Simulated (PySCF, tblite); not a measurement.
# C4H13NO2Si2: geometry, infrared bands and NMR shifts

What infrared bands and NMR shifts should C4H13NO2Si2 (`NC(=O)[SiH2][C@H]([SiH3])CCO`) show?

Programs: tblite 0.8.0 and PySCF 2.14.0, with density-fitted response routines of our own. Each step states its level of theory. These are calculated values for one molecule in the gas phase, unless marked as measured. Atoms are numbered from 0 throughout.

### 1 The starting structure

22 atoms, charge 0, multiplicity 1; geometry from: force field or distance geometry start.

Bonds of the start (Å): N0–C1 1.37, C1–O2 1.22, C1–Si3 1.90, Si3–C4 1.89, C4–Si5 1.90, C4–C6 1.55, C6–C7 1.54, C7–O8 1.42, N0–H9 1.03, N0–H10 1.00, Si3–H11 1.50, Si3–H12 1.51, C4–H13 1.09, Si5–H14 1.48, Si5–H15 1.48, Si5–H16 1.48, C6–H17 1.09, C6–H18 1.10, C7–H19 1.10, C7–H20 1.10, O8–H21 0.98.

### 2 Relaxing the molecule with GFN2-xTB

Job settings and geometry (Å):

```
{"job": {"kind": "relax", "xc": "GFN2-xTB", "basis": "xTB"}, "charge": 0, "multiplicity": 1}
N      2.408300     0.690300    -0.567300
C      1.932900    -0.490400    -1.068300
O      2.314400    -0.962200    -2.125900
Si     0.655500    -1.478100    -0.072800
C     -1.015600    -0.602100     0.018500
Si    -1.729000    -0.975000    -1.708000
C     -1.027400     0.912800     0.349600
C     -0.527600     1.254700     1.763400
O      0.893800     1.214300     1.797500
H      2.055600     1.073500     0.322000
H      3.077700     1.214300    -1.101300
H      0.488700    -2.894500    -0.532200
H      1.113900    -1.633000     1.356300
H     -1.633400    -1.128700     0.740700
H     -0.950400    -0.276100    -2.760900
H     -3.109100    -0.432800    -1.735500
H     -1.815200    -2.431300    -1.952100
H     -0.442000     1.469900    -0.382200
H     -2.063600     1.272500     0.280000
H     -0.926800     0.554300     2.509200
H     -0.851100     2.270700     2.030100
H      1.139900     1.396100     2.724000
```

Run with:

```
OMP_NUM_THREADS=1 python probes_run.py task.json out
```

This one command runs all jobs of the session in turn.

**Question.** This job is followed by: GFN2-xTB harmonic vibrations, gas phase; GIAO PBE0/pcSseg-1 NMR shielding, non-relativistic, gas phase. What will the session give for the following? strongest single infrared mode (GFN2-xTB); zero-point energy (GFN2-xTB); ¹³C shifts against TMS (PBE0/pcSseg-1); ¹H shifts against TMS (PBE0/pcSseg-1, means over atoms taken as alike); ¹⁵N shifts against NH3 (PBE0/pcSseg-1); ¹⁷O shifts against H2O (PBE0/pcSseg-1); ²⁹Si shifts against TMS (PBE0/pcSseg-1).

**Answer**, as computed:

| quantity | value |
| --- | --- |
| strongest single infrared mode (GFN2-xTB) | 2196 cm⁻¹, 459 km/mol |
| zero-point energy (GFN2-xTB) | 101.8 kcal/mol |
| ¹³C shifts against TMS (PBE0/pcSseg-1) | 179.8, 72.5, 33.1, 5.9 ppm |
| ¹H shifts against TMS (PBE0/pcSseg-1, means over atoms taken as alike) | 6.28, 4.88, 4.51, 4.15, 4.00, 3.84, 1.90, 1.82, 0.89, 0.13 ppm |
| ¹⁵N shifts against NH3 (PBE0/pcSseg-1) | 141.6 ppm |
| ¹⁷O shifts against H2O (PBE0/pcSseg-1) | 505.2, 44.1 ppm |
| ²⁹Si shifts against TMS (PBE0/pcSseg-1) | -51.5, -63.3 ppm |

Relaxing lowered the energy by 0.257 eV in 63 steps; the close pair that moved most is Si3–H12, from 1.509 to 1.470 Å. No mode is imaginary among the 60: a minimum at this level. The strongest single mode, at 2196 cm⁻¹, moves mainly H12. Unscaled tight-binding wavenumbers are off by several per cent, some by more. Its intensities can rank the bands wrongly. At PBE0/pcSseg-1: Shielding is most anisotropic at O2 (span 875 ppm, paramagnetic term -567 ppm).
